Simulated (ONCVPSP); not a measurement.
# An ONCV potential for arsenic, from input to tests

Aim: build the potential from the settings below, then test how well it stands in for the atom: other configurations, scattering, ghost states and the plane-wave cutoff that it needs.

The numbers are computed with ONCVPSP 4.0.1.1 (patched build) (PBE, scalar-relativistic, spin-unpolarised reference atom).

## (1) Settings

The settings as typed:

| Quantity | Value |
| --- | --- |
| element | arsenic (As, Z = 33) |
| type | optimised norm-conserving Vanderbilt (ONCV) |
| frozen core | [Ar] |
| valence charge | 15 |
| reference configuration | 3d10 4s2 4p3 |
| partial waves | 4s: rc 1.45 bohr, ncon 4, nbas 7, qcut 4.4 1/bohr, 2 projectors, debl 1.5 Ha; 4p: rc 1.80 bohr, ncon 5, nbas 9, qcut 4.6 1/bohr, 2 projectors, debl 3.6 Ha; 3d: rc 1.15 bohr, ncon 4, nbas 9, qcut 11.3 1/bohr, 2 projectors, debl 1.1 Ha; f scattering state at 0.39 Ha: rc 1.65 bohr, ncon 4, nbas 8, qcut 7 1/bohr, 3 projectors, debl 1.6 Ha |
| local potential | polynomial inside 0.85 bohr (lpopt 5, dvloc0 0 Ha) |
| core correction | Teter function, fcfact 6, rcfact 1.4 |

The nodes and maxima of the atom's own shells, from an earlier all-electron run, set the scale for the radii.

All-electron outer shells of the reference configuration (PBE, scalar-relativistic, ld1.x):

```json
{"shell": "3s", "level (eV)": "-190.31", "outermost node (bohr)": "0.25", "outermost maximum (bohr)": "0.52"}
{"shell": "3p", "level (eV)": "-133.68", "outermost node (bohr)": "0.22", "outermost maximum (bohr)": "0.52"}
{"shell": "3d", "level (eV)": "-40.65", "outermost node (bohr)": "–", "outermost maximum (bohr)": "0.47"}
{"shell": "4s", "level (eV)": "-14.49", "outermost node (bohr)": "0.73", "outermost maximum (bohr)": "1.61"}
{"shell": "4p", "level (eV)": "-5.19", "outermost node (bohr)": "0.78", "outermost maximum (bohr)": "2.00"}
```

## (2) Generation

The input, As.dat:

```
# ATOM AND REFERENCE CONFIGURATION
# atsym  z   nc   nv     iexc    psfile
  As 33.00    5    3        4      upf
#
#   n    l    f
    1    0    2.00
    2    0    2.00
    2    1    6.00
    3    0    2.00
    3    1    6.00
    3    2   10.00
    4    0    2.00
    4    1    3.00
#
# PSEUDOPOTENTIAL AND OPTIMIZATION
# lmax
    3
#
#   l,   rc,      ep,       ncon, nbas, qcut
    0    1.45    0.00    4    7    4.40
    1    1.80    0.00    5    9    4.60
    2    1.15    0.00    4    9   11.30
    3    1.65    0.39    4    8    7.00
#
# LOCAL POTENTIAL
# lloc, lpopt,  rc(5),   dvloc0
    4    5    0.85    0.00
#
# VANDERBILT-KLEINMAN-BYLANDER PROJECTORs
# l, nproj, debl
    0    2    1.50
    1    2    3.60
    2    2    1.10
    3    3    1.60
#
# MODEL CORE CHARGE
# icmod, fcfact, rcfact
    3    6.00    1.40
#
# LOG DERIVATIVE ANALYSIS
# epsh1, epsh2, depsh
   -3.00    5.00    0.02
#
# OUTPUT GRID
# rlmax, drl
    6.00    0.01
#
# TEST CONFIGURATIONS
# ncnf
    4
# nvcnf
#   n    l    f
    3
    3    2   10.00
    4    0    2.00
    4    1    2.00
#
    3
    3    2   10.00
    4    0    2.00
    4    1    1.00
#
    3
    3    2   10.00
    4    0    2.00
    4    1    0.00
#
    3
    3    2    9.00
    4    0    2.00
    4    1    4.00
#
```

The run is started by

```
$ oncvpsp.x < As.dat > As.out
```

What does the calculation give? Wanted: cutoffs for 1 and 0.1 mHa per electron, occupied waves; bound ghosts; GHOST(+) flags; largest test error; largest phase difference near zero energy, channels read; rms error of d²Exc/dn², without and with the model core; projector energies reset by the program.

As calculated:

| quantity | value |
| --- | --- |
| cutoffs for 1 and 0.1 mHa per electron, occupied waves | 66 Ha and 222 Ha |
| bound ghosts | s at -60.66 eV |
| GHOST(+) flags | p at 142 eV |
| largest test error (AE − PS) | -140 meV, for 3d9 4s2 4p4 |
| largest phase difference near zero energy, channels read | 0.001 rad |
| rms error of d²Exc/dn², without and with the model core | 5.99 and 1.49 mHa |
| projector energies reset by the program | d: -1.494, 0.250 Ha |

It has a bound ghost (s), a state that the atom doesn't have, and that rules the file out. By total energies transferability is poor: the largest error is 140 meV on 40.1 eV, for 3d9 4s2 4p4. By its cutoff, 66 Ha for the looser tolerance, it is very hard. The tighter tolerance needs 222 Ha, and converged work needs a cutoff nearer that. At the looser tolerance the 3d wave is the slowest; 4s needs 10 Ha. Near zero energy the phases of the channels with partial waves agree within 0.001 rad. The pseudo curves have a pole with no partner nearby in the atom's: s at -2.23 Ha. The program also flags highly localised states, GHOST(+) (p). These are tests on the free atom; a crystal test is still owed.
